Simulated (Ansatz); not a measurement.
# GaN: the cost of one run

Method: DFT LDA, frozen-core PAW, scalar-relativistic unless said, in Ansatz 0.2.0.

1 further run of the same task is left out (set aside as unsound or not needed).

### 1 The starting structure

It takes space group F-43m (No. 216, cubic). Conventional cell: a = 4.507 Å, b = 4.507 Å, c = 4.507 Å, α = 90.00°, β = 90.00°, γ = 90.00°. Ga (site symmetry -43m) has 4 N at 1.95 Å as nearest neighbours. Around N (site symmetry -43m) lie 4 Ga at 1.95 Å.

Coordinates:

```
Ga N
1.0
     0.00000    2.25350    2.25350
     2.25350    0.00000    2.25350
     2.25350    2.25350    0.00000
Ga N
1 1
Cartesian
  0.0000 0.0000 0.0000
  1.1268 1.1268 1.1268
```

Cartesian axes are those of the input's lattice vectors. The structure goes back to a database entry.

### 2 Cell and atoms relaxed, PAW

Contents of input.yaml:

```yaml
crystal:
  lattice:
    - [0.0, 2.2535006075, 2.2535006075]
    - [2.2535006075, 0.0, 2.2535006075]
    - [2.2535006075, 2.2535006075, 0.0]
  atoms:
    - { symbol: Ga, position: [0.0, 0.0, 0.0] }
    - { symbol: "N", position: [0.25, 0.25, 0.25] }
kpoints:
  mp_grid: { grid: [16, 16, 16] }
scf:
  occupations: { method: fermi_dirac, width: 0.05 }
hamiltonian:
  xc: lda
  pseudopotentials: { kind: paw }
relax:
  f_tol: 0.002
  max_steps: 80
  cell: {}
output:
  forces: true
  stress: true
  write_density: true
  write_potential: true
  elf: true
  volumetric_format: npy
```

Run with:

```
$ ansatz run input.yaml --threads 2 --pin off --max-ram 5120MiB --backend cpu --events-out ev --progress --plain --runs-dir out
```

**Question.** How long does this run take on 2 threads of Intel Xeon Platinum 8488C (Sapphire Rapids), shared host, and how much memory does it need?

About 20 s, with a peak of 0.43 GiB.
